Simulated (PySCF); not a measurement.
# C₈H₈: magnetic properties

Aim: compute the magnetic properties of C₈H₈ (`C#C[C@@]12C[C@@H]1[C@H]2C=C`).

Programs: PySCF 2.14.0, with routines of our own; each step states its level. All values are computed. Atoms count from 0.

## 1. The starting structure

16 atoms, charge 0, multiplicity 1; geometry from: GFN2-xTB.

## 2. Magnetic properties: GIAO HF/pcSseg-1

Job settings and geometry (Å):

```
{"job": {"kind": "mag", "xc": "HF", "basis": "pcSseg-1", "isotopologues": 2}, "charge": 0, "multiplicity": 1}
C     -2.177646     2.077012     0.291945
C     -1.611298     1.018152     0.261473
C     -0.931744    -0.202610     0.254395
C     -1.402499    -1.630370     0.257264
C     -0.438017    -1.159021    -0.780765
C      0.549415    -0.524386     0.158143
C      1.459359     0.513174    -0.351824
C      2.698375     0.685024     0.077767
H     -2.678504     2.997198     0.320631
H     -2.424181    -1.819514    -0.047601
H     -1.050579    -2.290676     1.042913
H     -0.478555    -1.175259    -1.848708
H      0.972828    -1.149978     0.941888
H      1.045324     1.158264    -1.116246
H      3.124208     0.052977     0.839827
H      3.335915     1.458958    -0.312513
```

With the program's defaults for keys left out, this is: GIAO HF/pcSseg-1 magnetisability, rotational g tensor and spin-rotation constants, non-relativistic, gas phase.

Run with:

```
$ OMP_NUM_THREADS=1 python excited_run.py task.json out
```

This one command runs all jobs of the session in turn.

Output:

```text
final grid: 132640 points
cycle   1  E = -307.2694569218  dE =  2.623e+00  |g| = 5.203e-01  |ddm| = 3.806e+00
cycle   2  E = -307.3588936117  dE = -8.944e-02  |g| = 2.217e-01  |ddm| = 8.888e-01
cycle   3  E = -307.3702797071  dE = -1.139e-02  |g| = 1.064e-01  |ddm| = 3.593e-01
cycle   4  E = -307.3735305888  dE = -3.251e-03  |g| = 2.399e-02  |ddm| = 1.756e-01
cycle   5  E = -307.3736749115  dE = -1.443e-04  |g| = 5.664e-03  |ddm| = 2.979e-02
cycle   6  E = -307.3736857980  dE = -1.089e-05  |g| = 1.419e-03  |ddm| = 1.209e-02
cycle   7  E = -307.3736868827  dE = -1.085e-06  |g| = 5.552e-04  |ddm| = 3.502e-03
cycle   8  E = -307.3736870768  dE = -1.941e-07  |g| = 2.046e-04  |ddm| = 1.222e-03
cycle   9  E = -307.3736871262  dE = -4.948e-08  |g| = 1.078e-04  |ddm| = 5.288e-04
cycle  10  E = -307.3736871434  dE = -1.718e-08  |g| = 5.096e-05  |ddm| = 2.882e-04
cycle  11  E = -307.3736871482  dE = -4.806e-09  |g| = 1.714e-05  |ddm| = 1.944e-04
cycle  12  E = -307.3736871486  dE = -3.866e-10  |g| = 5.923e-06  |ddm| = 6.729e-05
converged SCF energy = -307.3736871486

Magnetisability tensor (1e-30 J/T^2)
    -1400.53       35.34       -0.70
       35.34    -1427.20       -2.13
       -0.70       -2.13    -1344.66
isotropic -1390.80   principal values   -1451.65  -1376.20  -1344.54
isotropic susceptibility -83.756 1e-6 cm^3/mol

Inertial axes            a          b          c
rot. const./GHz      3.0306     1.7188     1.1901
chi total           -84.489    -85.744    -81.034
chi diamagnetic    -504.199   -804.739  -1112.175
chi paramagnetic    419.710    718.994   1031.142
quadrupole/D A        0.163      2.356     -2.519
g nuclear            0.5995     0.5817     0.5762
g electronic        -0.5976    -0.5806    -0.5765
g total              0.0019     0.0011    -0.0003

Spin-rotation constants (kHz, H = +C I.J)
atom  isotope        aa         bb         cc
  8     1H       -0.239     -0.033     -0.138
  9     1H       -0.014     -0.173     -0.119
 10     1H       -0.311     -0.133     -0.043
 11     1H       -0.346     -0.192      0.030
 12     1H       -0.284     -0.139     -0.035
 13     1H       -0.268     -0.088      0.016
 14     1H       -0.249     -0.096      0.010
 15     1H       -0.145     -0.014     -0.091
  0    13C*       0.693      0.216      0.376
  1    13C*       0.799      0.141      0.411
  2    13C*       0.232      0.200      0.120
  3    13C*       0.372      0.279      0.185
  4    13C*       0.304      0.216      0.162
  5    13C*       0.584      0.251      0.213
  6    13C*       0.861      0.578      0.406
  7    13C*       0.752      0.524      0.363
* in the singly substituted isotopologue

Isotopologues: g along a, b, c
2H    at 8,9,10,11,12,1     0.0014     0.0010    -0.0002
13C   at 0                  0.0021     0.0010    -0.0003
```

It took 17 s on 1 thread of Arm Neoverse V2, shared host; peak memory 0.81 GiB.

Key values:

| quantity | value |
| --- | --- |
| magnetisability | -1391·10⁻³⁰ J/T² |
| molar susceptibility | -83.8·10⁻⁶ cm³/mol |
| rotational g (a, b, c) | 0.0019, 0.0011, -0.0003 |

The fields below are evaluated on a grid from the run's orbitals.

Frontier orbitals at HF/pcSseg-1, with the share of their density that lies nearest to each atom:

| orbital | energy (eV) | lies on |
| --- | --- | --- |
| HOMO | -9.17 | C0 26 %; C2, C4 about 18 % each; C1 13 % |
| LUMO | 3.81 | C6, C7 about 19 % each; C2, C4 about 7 % each; H13, H14, H15 about 7 % each |

ELF in a plane through or near 7 of the atoms.

Ten even steps from '0' (0.00) to '9' (1.00):
```
0000000000000000000000000000
0000000000000000000000000000
0000000000000000002200000000
0000000000000000189981000000
0000000000000011499993000000
0000000000000046646862000000
0000021011100058823553100000
0000698534420047448864100000
0001799768752027635642000000
0000156338567563473000000000
0000058854384291274100000000
0000058840154233776798200000
0000001100278502434999600000
0000000000032003885466100000
0000000000000001663000000000
0000000000000000000000000000
0000000000000000000000000000
0000000000000000000000000000
0000000000000000000000000000
0000000000000000000000000000
```
The map spans 12.2 Å across and 11.9 Å up, centred on the molecule. Atoms in the plane (x, y in Å): C0 (1.8, 2.4), C1 (1.4, 1.2), C2 (1.0, -0.1), C3 (1.6, -1.4), C5 (-0.5, -0.6), C7 (-2.8, 0.3), H8 (2.2, 3.4).

On the surface of density 0.002 e/bohr³ the electrostatic potential runs, from the 1st to the 99th percentile, from -1.02 V near C0 to 1.30 V near H8.

## 3. Magnetic properties: GIAO OPBE/def2-SVP

Settings changed since step 2:

```diff
@@ -1,2 +1,2 @@
-{"job": {"kind": "mag", "xc": "HF", "basis": "pcSseg-1", "isotopologues": 2}, "charge": 0, "multiplicity": 1}
+{"job": {"kind": "mag", "xc": "OPBE", "basis": "def2-SVP", "scf": {"conv": 1e-06}}, "charge": 0, "multiplicity": 1}
 C     -2.177646     2.077012     0.291945
```

With the program's defaults for keys left out, this is: GIAO OPBE/def2-SVP magnetisability, rotational g tensor and spin-rotation constants, non-relativistic, gas phase.

Output:

```text
final grid: 132640 points
cycle   1  E = -309.0895733211  dE =  1.078e+00  |g| = 4.890e-01  |ddm| = 4.920e+00
cycle   2  E = -309.0735975225  dE =  1.598e-02  |g| = 5.481e-01  |ddm| = 1.587e+00
cycle   3  E = -309.1600938549  dE = -8.650e-02  |g| = 6.036e-02  |ddm| = 8.822e-01
cycle   4  E = -309.1603968934  dE = -3.030e-04  |g| = 5.100e-02  |ddm| = 1.312e-01
cycle   5  E = -309.1610907173  dE = -6.938e-04  |g| = 1.405e-02  |ddm| = 7.200e-02
cycle   6  E = -309.1611347425  dE = -4.403e-05  |g| = 6.185e-03  |ddm| = 2.076e-02
cycle   7  E = -309.1611424074  dE = -7.665e-06  |g| = 3.125e-03  |ddm| = 7.682e-03
cycle   8  E = -309.1611449193  dE = -2.512e-06  |g| = 5.084e-04  |ddm| = 3.597e-03
cycle   9  E = -309.1611449773  dE = -5.800e-08  |g| = 1.880e-04  |ddm| = 9.936e-04
converged SCF energy = -309.1611449773

Magnetisability tensor (1e-30 J/T^2)
    -1293.17       43.03        8.84
       43.03    -1331.82      -15.88
        8.84      -15.88    -1244.96
isotropic -1289.98   principal values   -1362.46  -1265.39  -1242.10
isotropic susceptibility -77.685 1e-6 cm^3/mol

Inertial axes            a          b          c
rot. const./GHz      3.0306     1.7188     1.1901
chi total           -78.149    -80.082    -74.823
chi diamagnetic    -501.269   -801.811  -1109.844
chi paramagnetic    423.120    721.729   1035.021
quadrupole/D A       -0.178      2.020     -1.842
g nuclear            0.5995     0.5817     0.5762
g electronic        -0.6024    -0.5828    -0.5787
g total             -0.0029    -0.0011    -0.0025

Spin-rotation constants (kHz, H = +C I.J)
atom  isotope        aa         bb         cc
  8     1H       -0.241     -0.030     -0.140
  9     1H        0.005     -0.173     -0.120
 10     1H       -0.321     -0.128     -0.037
 11     1H       -0.352     -0.195      0.044
 12     1H       -0.275     -0.140     -0.028
 13     1H       -0.255     -0.088      0.020
 14     1H       -0.236     -0.099      0.013
 15     1H       -0.127     -0.013     -0.095
  0    13C*       0.640      0.206      0.339
  1    13C*       0.738      0.154      0.371
  2    13C*       0.290      0.224      0.133
  3    13C*       0.390      0.278      0.184
  4    13C*       0.343      0.227      0.180
  5    13C*       0.610      0.257      0.225
  6    13C*       0.871      0.515      0.365
  7    13C*       0.784      0.462      0.326
* in the singly substituted isotopologue
```

It took 20 s on 1 thread of Arm Neoverse V2, shared host; peak memory 0.58 GiB.

In short:

| quantity | value |
| --- | --- |
| magnetisability | -1290·10⁻³⁰ J/T² |
| molar susceptibility | -77.7·10⁻⁶ cm³/mol |
| rotational g (a, b, c) | -0.0029, -0.0011, -0.0025 |

## 4. Magnetic properties: GIAO HSE06/MINI

Settings changed since step 3:

```diff
@@ -1,2 +1,2 @@
-{"job": {"kind": "mag", "xc": "OPBE", "basis": "def2-SVP", "scf": {"conv": 1e-06}}, "charge": 0, "multiplicity": 1}
+{"job": {"kind": "mag", "xc": "HSE06", "basis": "MINI", "scf": {"max_cycle": 8, "level_shift": 0.9}}, "charge": 0, "multiplicity": 1}
 C     -2.177646     2.077012     0.291945
```

Level: GIAO HSE06/MINI magnetisability, rotational g tensor and spin-rotation constants, non-relativistic, gas phase.

Output:

```text
final grid: 132640 points
cycle   1  E = -306.4922365061  dE =  1.865e+00  |g| = 4.377e-01  |ddm| = 6.540e+00
cycle   2  E = -306.5556024222  dE = -6.337e-02  |g| = 1.396e-01  |ddm| = 6.349e-01
cycle   3  E = -306.5628234831  dE = -7.221e-03  |g| = 7.649e-02  |ddm| = 2.126e-01
cycle   4  E = -306.5651406141  dE = -2.317e-03  |g| = 4.079e-02  |ddm| = 1.112e-01
cycle   5  E = -306.5658727428  dE = -7.321e-04  |g| = 2.207e-02  |ddm| = 6.137e-02
cycle   6  E = -306.5661011632  dE = -2.284e-04  |g| = 1.320e-02  |ddm| = 3.424e-02
cycle   7  E = -306.5661861732  dE = -8.501e-05  |g| = 8.434e-03  |ddm| = 1.987e-02
cycle   8  E = -306.5662211013  dE = -3.493e-05  |g| = 5.632e-03  |ddm| = 1.233e-02
SCF not converged, last energy = -306.5662211013
```

Run time: 4.6 s. Hardware: 1 thread of Arm Neoverse V2, shared host; peak memory 0.42 GiB.

Why it failed: The cap of 8 cycles ended the SCF at a gradient of 5.6e-03. Cure: raise the cap. Numbers printed on the way are no properties of the molecule.

## 5. Magnetic properties side by side

| level | ξ (10⁻³⁰ J/T²) | g(a) | g(b) | gap (eV) | functions | time |
| --- | --- | --- | --- | --- | --- | --- |
| GIAO HF/pcSseg-1 | -1391 | 0.0019 | 0.0011 | 12.98 | 176 | 17 s |
| GIAO OPBE/def2-SVP | -1290 | -0.0029 | -0.0011 | 4.71 | 152 | 20 s |

## 6. What came out

| quantity | value |
| --- | --- |
| magnetisability (step 2, GIAO HF/pcSseg-1) | -1391·10⁻³⁰ J/T² |
| molar susceptibility (step 2, GIAO HF/pcSseg-1) | -83.8·10⁻⁶ cm³/mol |
| rotational g (a, b, c) (step 2, GIAO HF/pcSseg-1) | 0.0019, 0.0011, -0.0003 |
| surface potential, 1st and 99th percentile | -1.02 V and 1.30 V |
| magnetisability over the levels | -1391 to -1290·10⁻³⁰ J/T² |
| runs | 1 failed, 0 ended on unsound input |

**Reading.** The magnetisability spreads by 7.5 % over 2 levels of like cost. Two levels can agree by chance, so this spread shows no convergence. Vibrational averaging and real surroundings are missing from these values.
